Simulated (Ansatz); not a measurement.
# GeP₂H (doublet): from Hartree-Fock to the top rungs at a displaced geometry (v2), cc-pVDZ

The task here is to estimate one member of a computed series from the others.

The runs use Ansatz 0.2.0, Gaussian basis; cc-pVDZ, core rule «outside noble gas», up to 24 orbitals frozen.

The runs, in order: UHF; CCSD(T) on ROHF; CCSD(T) on UHF; BCCD(T) on ROHF; CISD; CCSDT(Q) on ROHF; CCSDT(Q) on UHF.

27 further runs of the same task are left out: 13 that didn't finish, 14 set aside as unsound or not needed.

## What is computed

The geometry is a PBE0/def2-TZVP stationary point (not a proven minimum) with its atoms shifted at random (size 0.100 Å). No spin-orbit coupling is included. The filled d shell of Ge may be among the frozen orbitals whatever the setting's name suggests; the logs give the count.

4 atoms, charge 0, spin multiplicity 2.

Atoms are counted from 1 here; the program's logs count them from 0.

Bond lengths: Ge1–P2 2.394 Å, Ge1–H4 1.556 Å, P2–P3 2.028 Å. Angles: P2–Ge1–H4 92.9°, Ge1–P2–P3 88.0°.

As a file:

```xyz
4
charge 0, multiplicity 2
Ge    0.0579   -0.1846    1.1513
P    -0.1070    1.0765   -0.8767
P    -0.0304   -0.6791   -1.8897
H     0.0527    1.0933    2.0392
```

The first run:

The input, in.yaml:

```yaml
crystal:
  periodic: [false, false, false]
  atoms:
    - {symbol: Ge, position_ang: [0.057860, -0.184615, 1.151294]}
    - {symbol: P, position_ang: [-0.107014, 1.076457, -0.876677]}
    - {symbol: P, position_ang: [-0.030394, -0.679072, -1.889709]}
    - {symbol: H, position_ang: [0.052715, 1.093263, 2.039205]}
basis:
  gaussian: {orbitals: cc-pVDZ}
magnetization: {spin_polarized: true, initial_magnetization: 1}
hamiltonian: {xc: hf}
output: {orbitals: {seedname: orbitals}}
```

On the command line:

```console
ansatz run in.yaml --threads 1 --pin off --events-out ev --progress --plain --max-ram 2393MiB
```

Steps of the session up to this table: UHF; CCSD(T) on ROHF; CCSD(T) on UHF; BCCD(T) on ROHF; CISD; CCSDT(Q) on ROHF; CCSDT(Q) on UHF.

One table of the session follows, with a row left open; its other results are not shown here.

```
   method  from UCCSDT(Q) (meV)
     ROHF               +9573.5
     RMP2               +1624.0
     UMP2               +2107.0
     CISD               +1766.7
    RCCSD                +543.1
    UCCSD                +571.1
 RCCSD(T)                 +91.1
 UCCSD(T)                     ?
  BCCD(T)                 +89.1
   RCCSDT                 +51.5
   UCCSDT                 +54.7
RCCSDT(Q)                  +5.2
UCCSDT(Q)                     0
```

**Question.** Estimate the row for UCCSD(T).

The run gave: from UCCSDT(Q) (meV): +113.6. In the column «from UCCSDT(Q) (meV)» it lies between RCCSD(T) (+91.1) and RCCSD (+543.1).

Left out of the table: UHF (another determinant or state than the rows shown).

Limits of these values: The determinant is far from a pure spin state, so its energy mixes those of several spin states (harmless only where they are near-degenerate, as at dissociation). Restricted and unrestricted rows rest on different reference determinants; where their highest levels disagree by more than a few hundredths of an eV, they describe different states and don't form one ladder.
